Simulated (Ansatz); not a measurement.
**SiNH5 (SMILES [SiH3]N): HSE06/def2-TZVP**

Aim: the electronic atomisation energy of SiNH5 at HSE06/def2-TZVP, from 4 runs. 

The results are computed with Ansatz 0.2.0.

55 further runs of the same task are left out: 55 set aside as unsound or not needed.

## Step 1: Starting point

The species is SiNH5 (7 atoms), meant as a singlet with charge 0. SMILES: `[SiH3]N`. The coordinates come from a PBE0-D4/def2-TZVP relaxation.

Bond lengths: Si1–N2 1.720 Å, Si1–H3 1.486 Å, Si1–H4 1.486 Å, Si1–H5 1.494 Å, N2–H6 1.007 Å, N2–H7 1.007 Å. Angles: Si1–N2–H6 119.6°, Si1–N2–H7 119.6°, N2–Si1–H3 107.9°, N2–Si1–H4 107.9°, N2–Si1–H5 116.0°, H6–N2–H7 110.7°, H3–Si1–H4 110.5°, H3–Si1–H5 107.3°, H4–Si1–H5 107.3°.

## Step 2: The energy at HSE06/def2-TZVP

molecule.yaml

```yaml
crystal:
  periodic: [false, false, false]
  atoms:
    - {symbol: Si, position_ang: [-0.413010, -0.292700, -0.422350]}
    - {symbol: N, position_ang: [0.611760, 0.348670, 0.801280]}
    - {symbol: H, position_ang: [-0.018320, -1.706330, -0.653330]}
    - {symbol: H, position_ang: [-1.813170, -0.217090, 0.068940]}
    - {symbol: H, position_ang: [-0.367930, 0.402730, -1.743970]}
    - {symbol: H, position_ang: [0.391580, 1.238230, 1.219480]}
    - {symbol: H, position_ang: [1.609100, 0.226510, 0.729930]}
basis:
  gaussian: {orbitals: def2-TZVP}
total_charge: 0
hamiltonian: {xc: {name: HSE06}}
accuracy: high
output: {orbitals: {seedname: orbitals}}
```

Command:

```bash
$ ansatz run molecule.yaml --threads 1 --pin off --max-ram 3480MiB --events-out events.jsonl --progress --plain --runs-dir runs
```

Log:

```text
Warning: RAYON_NUM_THREADS=1 ignored (pool sized by the plan → 1); use --threads N
Functional definition: HSE06
  name "HSE06"
  parameter a = 0.25
  parameter omega = 0.11/bohr
  exchange = pbe_x - a*pbe_x_sr(omega) + a*exact_x_sr(omega)
  correlation = pbe_c
1820 factors; integrals over basis functions are off by at most 3.8e-9 eV
87 factors; integrals over basis functions are off by at most 1.7e-9 eV
mean field evaluation 1: about -9438.8515 eV, gradient 5.7e1 eV
mean field evaluation 2: about -9428.4545 eV, gradient 8.4e1 eV
mean field evaluation 4: about -9444.9745 eV, gradient 1.5e0 eV
mean field evaluation 8: about -9444.9816 eV, gradient 4.7e-2 eV
mean field evaluation 16: about -9444.9816 eV, gradient 2.2e-6 eV
mean field -9444.98157313 eV, -347.0966707743 hartree, gradient 9.8e-9 eV, S^2 0.000000; 0 other end points of the search recorded, 0 dependent functions left out
reference -9444.98157675 eV, -347.0966709071 hartree; 13, 13 occupied and 85, 85 virtual orbitals, 1820 factors
Total energy: -9444.98157675 eV, -347.0966709071 hartree
```

Run time: 4.8 s. Hardware: 1 thread of Arm Neoverse V2, shared host; peak memory 0.25 GiB.

## Step 3: The H atom

job.yaml

```yaml
basis:
  gaussian: {orbitals: def2-TZVP}
crystal:
  periodic: [false, false, false]
  atoms:
    - {symbol: H, position_ang: [0.000000, 0.000000, 0.000000]}
magnetization: {spin_polarized: true, initial_magnetization: 1}
accuracy: high
hamiltonian: {xc: hse06}
```

Run the same way, it converges to -0.50075 Eh (log not shown).

## Step 4: The N atom, same level

job.yaml

```yaml
crystal:
  periodic: [false, false, false]
  atoms:
    - {symbol: N, position_ang: [0.000000, 0.000000, 0.000000]}
basis:
  gaussian: {orbitals: def2-TZVP}
total_charge: 0
magnetization: {spin_polarized: true, initial_magnetization: 3}
hamiltonian: {xc: {name: HSE06}}
accuracy: high
```

Run the same way, it converges to -54.54099 Eh (log not shown).

## Step 5: The Si atom, same level

molecule.yaml

```yaml
basis:
  gaussian: {orbitals: def2-TZVP}
crystal:
  periodic: [false, false, false]
  atoms:
    - {symbol: Si, position_ang: [0.000000, 0.000000, 0.000000]}
magnetization: {spin_polarized: true, initial_magnetization: 2}
hamiltonian: {xc: hse06}
accuracy: high
```

Command:

```bash
$ ansatz run molecule.yaml --threads 1 --pin off --max-ram 3480MiB --events-out events.jsonl --progress --plain --runs-dir runs
```

Log (excerpt; [...] marks lines left out):

```text
Warning: RAYON_NUM_THREADS=1 ignored (pool sized by the plan → 1); use --threads N
[... 6 set-up lines as earlier in the session ...]
365 factors; integrals over basis functions are off by at most 3.6e-9 eV
62 factors; integrals over basis functions are off by at most 4.8e-10 eV
mean field evaluation 1: about -7870.6217 eV, gradient 2.7e0 eV
mean field evaluation 2: about -7870.6954 eV, gradient 1.1e0 eV
mean field evaluation 4: about -7870.7011 eV, gradient 3.7e-1 eV
mean field evaluation 8: about -7870.7017 eV, gradient 1.7e-3 eV
mean field evaluation 16: about -7870.7017 eV, gradient 1.2e-8 eV
mean field evaluation 32: about -7870.7017 eV, gradient 8.8e-9 eV
mean field -7870.70172063 eV, -289.2429532798 hartree, gradient 2.6e-8 eV, S^2 2.005570; 1 other end points of the search recorded, 0 dependent functions left out
reference -7870.70172276 eV, -289.2429533584 hartree; 8, 6 occupied and 29, 31 virtual orbitals, 365 factors
Total energy: -7870.70172276 eV, -289.2429533584 hartree
```

Wall time 2 s (1 thread of Arm Neoverse V2, shared host).

## Step 6: Outcome

At HSE06/def2-TZVP:

| quantity | value |
| --- | --- |
| molecule: total energy | -347.09667 Eh |
| molecule: HOMO energy | -7.01 eV |
| molecule: LUMO energy | -0.01 eV |
| molecule: HOMO–LUMO gap | 6.99 eV |
| H atom: total energy | -0.50075 Eh |
| H atom: ⟨S²⟩ | 0.750 |
| N atom: total energy | -54.54099 Eh |
| N atom: ⟨S²⟩ | 3.753 |
| Si atom: total energy | -289.24295 Eh |
| Si atom: ⟨S²⟩ | 2.006 |
| electronic atomisation energy | 22.013 eV |

Taking the molecule apart into free atoms costs 22.01 eV (2124 kJ/mol), before zero-point energy and without spin-orbit coupling.
